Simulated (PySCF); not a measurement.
# C6H9Br: the cost of one run

Programs: PySCF 2.14.0, with routines of our own; each step states its level. All values are computed. Atoms count from 0.

## 1. The starting structure

16 atoms, charge 0, multiplicity 1; geometry from: GFN2-xTB.

## 2. Vibronic structure: TDDFT B3LYP/def2-SVP

The job: settings as JSON, then the geometry in Å.

```
{"job": {"kind": "vib", "xc": "B3LYP", "basis": "def2-SVP", "tda": false}, "charge": 0, "multiplicity": 1}
C     -2.588898    -0.494175    -0.179319
C     -1.614560     0.302619     0.247069
C     -0.193827     0.107179     0.011278
C      0.221123    -0.884139    -1.042236
C      0.755517     0.753860     0.703417
C      2.228731     0.563595     0.529452
Br     0.301238     2.033508     2.060835
H     -2.410948    -1.389150    -0.750964
H     -3.618068    -0.280270     0.051662
H     -1.878299     1.167031     0.841385
H      0.352540    -1.871503    -0.599677
H      1.156385    -0.592788    -1.511573
H     -0.540974    -0.951488    -1.812979
H      2.483460    -0.495897     0.544976
H      2.557536     0.977931    -0.425647
H      2.781447     1.062631     1.320911
```

Method: TDDFT B3LYP/def2-SVP vertical-gradient vibronic structure (displaced harmonic oscillators, Condon), gas phase.

On the command line:

```bash
$ OMP_NUM_THREADS=1 python excited_run.py task.json out
```

This one command runs all jobs of the session in turn.

**Question.** How long does this first job take on 1 thread of Arm Neoverse V2, shared host, and how much memory does it need?

About 61 s, with a peak of 0.91 GiB.
